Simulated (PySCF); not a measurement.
# C4H7BSSi: the cost of one run

Computed with PySCF 2.14.0 and routines of our own; the level stands in each step. Atoms count from 0.

### 1 The system as given

14 atoms, charge 0, multiplicity 1; geometry from: GFN2-xTB.

### 2 Magnetic properties: GIAO KT3/pcSseg-1

The job: settings as JSON, then the geometry in Å.

```
{"job": {"kind": "mag", "xc": "KT3", "basis": "pcSseg-1", "isotopologues": 2}, "charge": 0, "multiplicity": 1}
B     -3.327349     0.731524    -0.207054
C     -1.816268     0.532047    -0.132038
C     -1.130838    -0.197347    -1.028701
S      0.569148    -0.528027    -1.095400
Si     1.409645     0.530995     0.617782
C      3.203402     0.132461     0.491506
C      4.373296    -0.129650     0.398183
H     -3.939665     0.241287    -1.075487
H     -3.869502     1.375570     0.606190
H     -1.247405     0.989052     0.673237
H     -1.639491    -0.677695    -1.852605
H      0.838721    -0.037435     1.834201
H      1.179494     1.959885     0.430976
H      5.396134    -0.363090     0.317042
```

Level: GIAO KT3/pcSseg-1 magnetisability, rotational g tensor and spin-rotation constants, non-relativistic, gas phase.

Run with:

```bash
OMP_NUM_THREADS=1 python excited_run.py task.json out
```

One launch serves the whole session: the jobs run in the order shown.

**Question.** How long does this first job take on 1 thread of Arm Neoverse V2, shared host, and how much memory does it need?

About 35 s, with a peak of 0.59 GiB.
